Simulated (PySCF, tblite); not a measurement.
# C₆H₁₃F: a rotation path, then NMR shifts on frames, part 2 of 2

tblite 0.8.0 and PySCF 2.14.0. Atoms count from 0.

## (5) NMR shieldings: image 4, PBE0/pcSseg-1

What the job is given:

```
{"job": {"kind": "nmr", "xc": "PBE0", "basis": "pcSseg-1", "pop": false}, "charge": 0, "multiplicity": 1}
C     -2.193200    -1.129300     0.257200
C     -0.871700    -0.604400     0.809700
C     -0.021600     0.140000    -0.228400
C     -0.725800     1.392700    -0.746900
C      1.354600     0.519900     0.361400
C      2.529600    -0.178300    -0.309600
F      2.644600    -1.474100     0.139100
H     -2.867000    -0.316300    -0.000500
H     -2.023100    -1.729200    -0.634400
H     -2.686800    -1.751200     1.001400
H     -0.288900    -1.450500     1.180500
H     -1.074700     0.060700     1.652900
H      0.132500    -0.538800    -1.074200
H     -0.933400     2.079800     0.071100
H     -1.665400     1.140600    -1.228900
H     -0.105200     1.901200    -1.481800
H      1.387800     0.274200     1.424200
H      1.513800     1.594700     0.267800
H      2.411900    -0.237000    -1.397000
H      3.477000     0.316000    -0.066400
```

With the program's defaults for keys left out, this is: GIAO PBE0/pcSseg-1 NMR shielding, non-relativistic, gas phase.

Output:

```text
coarse grid: 15664 points
cycle   1  E = -335.7580135531  dE =  4.938e-01  |g| = 5.726e-01  |ddm| = 3.634e+00
cycle   2  E = -335.7284475548  dE =  2.957e-02  |g| = 7.309e-01  |ddm| = 9.744e-01
cycle   3  E = -335.8277490322  dE = -9.930e-02  |g| = 6.405e-02  |ddm| = 5.416e-01
cycle   4  E = -335.8283584610  dE = -6.094e-04  |g| = 2.946e-02  |ddm| = 5.593e-02
cycle   5  E = -335.8285353687  dE = -1.769e-04  |g| = 4.121e-03  |ddm| = 2.347e-02
cycle   6  E = -335.8285383889  dE = -3.020e-06  |g| = 1.639e-03  |ddm| = 4.955e-03
final grid: 148688 points
cycle   7  E = -335.8788149078  dE = -5.952e-05  |g| = 1.090e-02  |ddm| = 3.518e-02
cycle   8  E = -335.8788015294  dE =  1.338e-05  |g| = 1.351e-02  |ddm| = 2.064e-02
cycle   9  E = -335.8788444788  dE = -4.295e-05  |g| = 1.016e-03  |ddm| = 1.126e-02
cycle  10  E = -335.8788446382  dE = -1.593e-07  |g| = 2.742e-04  |ddm| = 8.625e-04
cycle  11  E = -335.8788446494  dE = -1.127e-08  |g| = 6.439e-05  |ddm| = 2.112e-04
cycle  12  E = -335.8788446503  dE = -8.262e-10  |g| = 2.305e-05  |ddm| = 6.927e-05
converged SCF energy = -335.8788446503

GIAO shielding tensors (ppm)
atom      isotropic    diamagn.    paramagn.     s11        s22        s33       span
  0 C      171.543     246.395     -74.853    158.535    169.196    186.896     28.360
  1 C      150.733     248.462     -97.729    133.900    149.687    168.611     34.711
  2 C      146.291     247.155    -100.864    123.042    153.527    162.304     39.261
  3 C      164.127     248.790     -84.663    151.411    157.726    183.243     31.832
  4 C      141.914     248.767    -106.853    121.608    142.527    161.607     40.000
  5 C       96.790     240.150    -143.360     63.742     85.631    140.998     77.256
  6 F      413.759     474.593     -60.834    372.153    406.882    462.240     90.087
  7 H       30.589      30.236       0.353     25.746     29.965     36.056     10.309
  8 H       30.975      30.296       0.679     26.754     29.140     37.032     10.278
  9 H       30.500      28.156       2.344     25.784     27.682     38.035     12.251
 10 H       29.899      32.607      -2.707     24.402     30.716     34.580     10.178
 11 H       30.637      32.674      -2.037     26.483     30.485     34.943      8.460
 12 H       30.487      34.783      -4.296     27.506     29.560     34.394      6.888
 13 H       31.211      31.752      -0.541     28.086     28.620     36.926      8.840
 14 H       30.386      31.711      -1.325     24.882     29.731     36.543     11.661
 15 H       30.752      31.350      -0.597     26.500     28.819     36.938     10.438
 16 H       29.983      31.796      -1.813     26.464     29.608     33.878      7.414
 17 H       30.604      32.402      -1.798     25.589     31.238     34.985      9.396
 18 H       27.032      29.309      -2.277     22.630     27.922     30.543      7.913
 19 H       26.804      27.186      -0.382     21.774     27.379     31.258      9.484
```

It took 57 s on 1 thread of AMD EPYC, shared host; peak memory 0.84 GiB.

This run: δ C5 90.1, C4 45.0, C2 40.6, C1 36.2, H19 4.91, H18 4.69 ppm.

## (6) Shielding tensors: image 6, PBE0/pcSseg-1

What the job is given:

```
{"job": {"kind": "nmr", "xc": "PBE0", "basis": "pcSseg-1", "pop": false}, "charge": 0, "multiplicity": 1}
C     -2.277800    -1.060300     0.305900
C     -0.957700    -0.561500     0.884500
C     -0.006600     0.022600    -0.167400
C     -0.598700     1.256400    -0.845000
C      1.349000     0.381100     0.471400
C      2.539600     0.034200    -0.412100
F      2.808700    -1.313800    -0.332900
H     -2.887500    -0.239200    -0.060900
H     -2.096000    -1.747500    -0.518000
H     -2.845200    -1.584800     1.072200
H     -0.454500    -1.403200     1.366300
H     -1.157600     0.192400     1.649700
H      0.159600    -0.750100    -0.925800
H     -0.818300     2.023800    -0.104500
H     -1.519100     1.012800    -1.367100
H      0.097300     1.666200    -1.573900
H      1.475500    -0.161600     1.409600
H      1.381800     1.448000     0.696800
H      2.352900     0.247200    -1.469500
H      3.449300     0.548000    -0.082400
```

Method: GIAO PBE0/pcSseg-1 NMR shielding, non-relativistic, gas phase.

Output:

```text
coarse grid: 15664 points
cycle   1  E = -335.7592559302  dE =  4.980e-01  |g| = 5.727e-01  |ddm| = 3.639e+00
cycle   2  E = -335.7297252782  dE =  2.953e-02  |g| = 7.307e-01  |ddm| = 9.800e-01
cycle   3  E = -335.8290119692  dE = -9.929e-02  |g| = 6.355e-02  |ddm| = 5.457e-01
cycle   4  E = -335.8296069524  dE = -5.950e-04  |g| = 2.964e-02  |ddm| = 5.591e-02
cycle   5  E = -335.8297859843  dE = -1.790e-04  |g| = 4.142e-03  |ddm| = 2.406e-02
cycle   6  E = -335.8297890512  dE = -3.067e-06  |g| = 1.651e-03  |ddm| = 5.017e-03
final grid: 148688 points
cycle   7  E = -335.8806399466  dE = -5.726e-05  |g| = 1.094e-02  |ddm| = 3.291e-02
cycle   8  E = -335.8806258346  dE =  1.411e-05  |g| = 1.368e-02  |ddm| = 2.076e-02
cycle   9  E = -335.8806695269  dE = -4.369e-05  |g| = 1.020e-03  |ddm| = 1.146e-02
cycle  10  E = -335.8806696878  dE = -1.608e-07  |g| = 2.757e-04  |ddm| = 8.833e-04
cycle  11  E = -335.8806696993  dE = -1.153e-08  |g| = 6.224e-05  |ddm| = 2.100e-04
cycle  12  E = -335.8806697001  dE = -7.610e-10  |g| = 2.302e-05  |ddm| = 6.667e-05
converged SCF energy = -335.8806697001

GIAO shielding tensors (ppm)
atom      isotropic    diamagn.    paramagn.     s11        s22        s33       span
  0 C      171.764     246.295     -74.531    158.623    169.890    186.780     28.157
  1 C      150.717     248.403     -97.686    133.678    149.245    169.228     35.550
  2 C      149.346     247.657     -98.311    129.296    153.596    165.145     35.849
  3 C      165.943     249.050     -83.107    148.949    164.055    184.824     35.875
  4 C      141.109     248.965    -107.856    123.730    140.054    159.543     35.813
  5 C       99.945     240.524    -140.579     66.002     86.043    147.791     81.790
  6 F      416.883     473.737     -56.854    373.349    412.660    464.642     91.293
  7 H       30.579      30.190       0.389     25.729     29.921     36.086     10.357
  8 H       30.950      30.219       0.730     26.700     29.185     36.964     10.264
  9 H       30.487      28.027       2.461     25.727     27.655     38.080     12.353
 10 H       30.143      32.640      -2.497     24.725     30.539     35.164     10.439
 11 H       30.609      32.595      -1.986     26.428     30.453     34.946      8.518
 12 H       30.439      34.674      -4.235     26.956     29.860     34.503      7.548
 13 H       31.423      31.916      -0.493     28.237     28.693     37.340      9.103
 14 H       30.407      31.831      -1.424     25.082     29.541     36.598     11.516
 15 H       30.679      31.475      -0.795     26.148     29.108     36.782     10.634
 16 H       30.019      31.948      -1.928     25.856     29.923     34.279      8.424
 17 H       30.584      32.430      -1.846     26.385     30.553     34.815      8.430
 18 H       27.104      29.383      -2.279     22.415     28.441     30.456      8.041
 19 H       26.862      27.223      -0.361     21.824     27.382     31.382      9.558
```

Wall time 61 s (1 thread of AMD EPYC, shared host); peak memory 0.84 GiB.

In short: δ C5 87.0, C4 45.8, C2 37.6, C1 36.2, H19 4.85, H18 4.61 ppm.

## (7) Nuclear shieldings: image 8, PBE0/pcSseg-1

What the job is given:

```
{"job": {"kind": "nmr", "xc": "PBE0", "basis": "pcSseg-1", "pop": false}, "charge": 0, "multiplicity": 1}
C     -2.321000    -1.035000     0.363700
C     -1.025700    -0.473300     0.938500
C      0.002100    -0.085400    -0.132300
C     -0.478000     1.115600    -0.943700
C      1.353100     0.210100     0.536300
C      2.517600     0.253500    -0.442600
F      2.704200    -0.980100    -1.022900
H     -2.852200    -0.288200    -0.220000
H     -2.112200    -1.890000    -0.275400
H     -2.976500    -1.361500     1.168000
H     -0.583100    -1.230000     1.590500
H     -1.248600     0.402400     1.553100
H      0.137600    -0.938100    -0.806300
H     -0.642300     1.972000    -0.291800
H     -1.409700     0.886100    -1.452600
H      0.250200     1.394300    -1.701000
H      1.565800    -0.568300     1.272300
H      1.308900     1.168200     1.057300
H      2.349800     0.959100    -1.261400
H      3.455000     0.499300     0.067400
```

Level: GIAO PBE0/pcSseg-1 NMR shielding, non-relativistic, gas phase.

Output:

```text
coarse grid: 15664 points
cycle   1  E = -335.7629026457  dE =  5.047e-01  |g| = 5.713e-01  |ddm| = 3.647e+00
cycle   2  E = -335.7334948278  dE =  2.941e-02  |g| = 7.280e-01  |ddm| = 9.935e-01
cycle   3  E = -335.8325148206  dE = -9.902e-02  |g| = 6.307e-02  |ddm| = 5.557e-01
cycle   4  E = -335.8330898084  dE = -5.750e-04  |g| = 2.978e-02  |ddm| = 5.564e-02
cycle   5  E = -335.8332693369  dE = -1.795e-04  |g| = 4.160e-03  |ddm| = 2.429e-02
cycle   6  E = -335.8332724286  dE = -3.092e-06  |g| = 1.629e-03  |ddm| = 5.014e-03
final grid: 148688 points
cycle   7  E = -335.8836902745  dE = -6.001e-05  |g| = 1.093e-02  |ddm| = 3.455e-02
cycle   8  E = -335.8836765230  dE =  1.375e-05  |g| = 1.357e-02  |ddm| = 2.087e-02
cycle   9  E = -335.8837201370  dE = -4.361e-05  |g| = 1.047e-03  |ddm| = 1.152e-02
cycle  10  E = -335.8837203064  dE = -1.694e-07  |g| = 2.725e-04  |ddm| = 9.258e-04
cycle  11  E = -335.8837203175  dE = -1.109e-08  |g| = 6.447e-05  |ddm| = 2.151e-04
cycle  12  E = -335.8837203183  dE = -8.104e-10  |g| = 2.357e-05  |ddm| = 6.948e-05
converged SCF energy = -335.8837203183

GIAO shielding tensors (ppm)
atom      isotropic    diamagn.    paramagn.     s11        s22        s33       span
  0 C      172.064     246.097     -74.033    158.125    171.017    187.050     28.924
  1 C      150.613     248.147     -97.534    135.777    144.428    171.634     35.858
  2 C      153.832     248.445     -94.612    144.212    151.327    165.957     21.745
  3 C      169.346     249.282     -79.936    149.353    168.838    189.846     40.493
  4 C      142.009     249.383    -107.375    132.839    134.564    158.622     25.783
  5 C      103.836     239.792    -135.956     65.874     85.554    160.078     94.204
  6 F      423.925     474.694     -50.769    375.555    433.148    463.072     87.517
  7 H       30.479      30.205       0.274     25.421     30.130     35.885     10.464
  8 H       30.905      30.035       0.870     26.570     29.053     37.094     10.524
  9 H       30.511      27.909       2.602     25.718     27.651     38.166     12.448
 10 H       30.314      32.596      -2.282     24.790     30.627     35.525     10.735
 11 H       30.696      32.558      -1.863     26.673     30.375     35.039      8.365
 12 H       30.218      34.341      -4.123     26.045     30.227     34.383      8.337
 13 H       31.663      31.978      -0.315     28.289     28.747     37.952      9.663
 14 H       30.339      31.936      -1.597     25.070     29.542     36.406     11.336
 15 H       30.392      31.863      -1.470     25.179     29.338     36.660     11.481
 16 H       29.852      32.068      -2.216     25.194     29.553     34.809      9.615
 17 H       30.805      32.449      -1.645     27.134     29.992     35.288      8.154
 18 H       26.880      29.209      -2.328     22.622     27.870     30.149      7.527
 19 H       26.904      27.013      -0.109     21.998     27.047     31.668      9.669
```

Wall time 57 s (1 thread of AMD EPYC, shared host); peak memory 0.84 GiB.

This run: δ C5 83.1, C4 44.9, C1 36.3, C2 33.1, H18 4.84, H19 4.81 ppm.

## (8) Side by side: NMR shifts

Shifts (ppm) of some atoms, chosen among heavy atoms and hydrogens apart, with basis size and wall time:

```csv
frame,C5,C2,C1,C3,H10,H13,F6,functions,time
image 0,88.8,42.2,32.3,22.1,2.16,0.53,-239.3,184,73 s
image 2,91.1,42.9,34.6,22.8,2.09,0.59,-240.9,184,54 s
image 4,90.1,40.6,36.2,22.8,1.82,0.51,-242.8,184,57 s
image 6,87.0,37.6,36.2,21.0,1.57,0.29,-245.9,184,61 s
image 8,83.1,33.1,36.3,17.6,1.40,0.05,-253.0,184,57 s
```

## (9) Results

What follows sums up all 2 parts.

```
                                                                  quantity                                                                             value
                                                                   barrier                                                0.078 eV (1.8 kcal/mol) at image 4
                                                     end to end (GFN2-xTB)                                                                         -0.003 eV
                           13C shifts against TMS (PBE0/pcSseg-1, image 0)                                            88.8, 44.1, 42.2, 32.3, 22.1, 14.9 ppm
                            1H shifts against TMS (PBE0/pcSseg-1, image 0)  5.03, 4.71, 2.16, 1.61, 1.50, 1.36, 1.22, 1.18, 1.12, 0.90, 0.83, 0.65, 0.53 ppm
                         19F shifts against CFCl3 (PBE0/pcSseg-1, image 0)                                                                        -239.3 ppm
potential on the surface of density 0.002 e/bohr³, 1st and 99th percentile                                                                -1.13 V and 0.81 V
                                                  range of the shift of F6                                                              -253.0 to -239.3 ppm
```

**Reading.** Along the band the dihedral turns by 98°, and the top (dihedral 115°) lies 1.8 kcal/mol above the start (GFN2-xTB, rough), so at room temperature this motion is fast. The top was not checked by a frequency run. Shifts at one fixed geometry are not the observed spectrum, which averages over the motion. In the first frame run (image 0): The largest span, 102 ppm, is at F6, where the paramagnetic term is -65 ppm. Across the 5 runs the shift of F6 moves most, between -253.0 (image 8) and -239.3 ppm (image 0).
